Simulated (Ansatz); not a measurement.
# Cl₂H₃NSi: vertical ionisation energy

An exercise on one series of results from a longer session: the logs are not shown, and one member is left open.

The runs use Ansatz 0.2.0, Gaussian basis; unrestricted cation, the program's frozen cores in correlated methods.

The runs, in order: UKS PBE-D4/def2-TZVPP; UKS r2SCAN-D4/def2-TZVPP; UKS PBE0-D4/def2-TZVPP; UKS B3LYP-D4/def2-TZVPP; UKS wB97X-V/def2-TZVPP; UKS wB97M-V/def2-TZVPP; UKS B2PLYP/def2-TZVPP; UHF-CCSD(T)/def2-TZVPP; UHF-CCSD(T)/def2-QZVPP; extrapolation to the limit; then −ε(HOMO) from the neutral's earlier runs with LDA (SPW92), PBE-D4, revPBE-D4, BLYP-D4, r2SCAN-D4, B97M-V, PBE0-D4, B3LYP-D4, r2SCANh-D4, r2SCAN0-D4, HSE06-D4, BHLYP-D4, CAM-B3LYP-D4, LC-ωPBE, ωB97X-V, ωB97M-V.

**The relaxed structure**

The geometry comes from an earlier relaxation with PBE0-D4 in a triple-zeta def2 set; it is a stationary point, not always the lowest conformer.

SMILES `N[SiH](Cl)Cl`, 7 atoms, charge 0, spin multiplicity 1.

Atoms are counted from 1 here; the program's logs count them from 0.

Bond lengths: N1–Si2 1.692 Å, N1–H5 1.007 Å, N1–H6 1.008 Å, Si2–Cl3 2.041 Å, Si2–Cl4 2.056 Å, Si2–H7 1.472 Å. Angles: Si2–N1–H5 120.6°, Si2–N1–H6 120.1°, H5–N1–H6 111.9°, N1–Si2–Cl3 107.5°, N1–Si2–Cl4 115.1°, N1–Si2–H7 110.1°, Cl3–Si2–Cl4 107.0°, Cl3–Si2–H7 110.9°, Cl4–Si2–H7 106.3°.

Coordinates:

```mol
Cl2H3NSi
  3D, bonds by distance, orders not assigned

  7  6  0  0  0  0  0  0  0  0999 V2000
   -0.0518    1.0996   -0.0663 N   0  0
    0.2217   -0.5695   -0.0348 Si  0  0
    0.6810   -1.0796    1.8872 Cl  0  0
   -1.3830   -1.7257   -0.5952 Cl  0  0
   -0.5910    1.5449    0.6589 H   0  0
   -0.1382    1.5809   -0.9475 H   0  0
    1.3226   -0.9186   -0.9478 H   0  0
  1  2  8  0
  2  3  8  0
  2  4  8  0
  1  5  8  0
  1  6  8  0
  2  7  8  0
M  END
```

Set-up of the first run:

in.yaml

```yaml
crystal:
  periodic: [false, false, false]
  atoms:
    - {symbol: N, position_ang: [-0.051817, 1.099648, -0.066335]}
    - {symbol: Si, position_ang: [0.221699, -0.569511, -0.034796]}
    - {symbol: Cl, position_ang: [0.681039, -1.079587, 1.887164]}
    - {symbol: Cl, position_ang: [-1.383025, -1.725727, -0.595245]}
    - {symbol: H, position_ang: [-0.591034, 1.544920, 0.658904]}
    - {symbol: H, position_ang: [-0.138224, 1.580853, -0.947548]}
    - {symbol: H, position_ang: [1.322562, -0.918597, -0.947844]}
basis:
  gaussian: {orbitals: def2-TZVPP}
total_charge: 1
magnetization: {spin_polarized: true, initial_magnetization: 1}
hamiltonian: {xc: pbe, dispersion: d4}
```

On the command line:

```sh
ansatz run in.yaml --threads 2 --pin off --events-out ev --progress --plain --max-ram 22528MiB --backend cpu
```

Among the steps run: Cation, UKS PBE-D4/def2-TZVPP; Cation, UKS r2SCAN-D4/def2-TZVPP; Cation, UKS PBE0-D4/def2-TZVPP; Cation, UKS B3LYP-D4/def2-TZVPP; Cation, UKS wB97X-V/def2-TZVPP; Cation, UKS wB97M-V/def2-TZVPP; Cation, UKS B2PLYP (frozen core)/def2-TZVPP; Cation, UHF-CCSD(T)/def2-TZVPP; Cation, UHF-CCSD(T)/def2-QZVPP.

One of the session's tables, all rows but one given; the rest of the session is left out.

For comparison, −ε(HOMO) of the neutral from earlier runs:

| functional | −ε(HOMO) (eV) |
| --- | --- |
| LDA (SPW92) | 6.92 |
| PBE-D4 | 6.75 |
| revPBE-D4 | 6.69 |
| BLYP-D4 | 6.61 |
| r2SCAN-D4 | 7.09 |
| B97M-V | 7.18 |
| PBE0-D4 | 8.22 |
| B3LYP-D4 | 7.95 |
| r2SCANh-D4 | 7.63 |
| r2SCAN0-D4 | ? |
| HSE06-D4 | 7.81 |
| BHLYP-D4 | 9.57 |
| CAM-B3LYP-D4 | 9.64 |
| LC-ωPBE | 11.09 |
| ωB97X-V | 10.69 |
| ωB97M-V | 10.56 |

Estimate the missing values for r2SCAN0-D4.

Worked estimate for «−ε(HOMO) (eV)». Against the share of exact exchange, r2SCAN-D4 (0, 7.09), r2SCANh-D4 (0.1, 7.63) give a slope of 5.40 per unit share; at 0.25 the line stands at 8.44.

The run gave: −ε(HOMO) (eV): 8.45. In «−ε(HOMO) (eV)» the line misses by -0.01.

To keep in mind: The cation may have settled in a state other than its lowest; no search over hole states beyond the program's own was made.
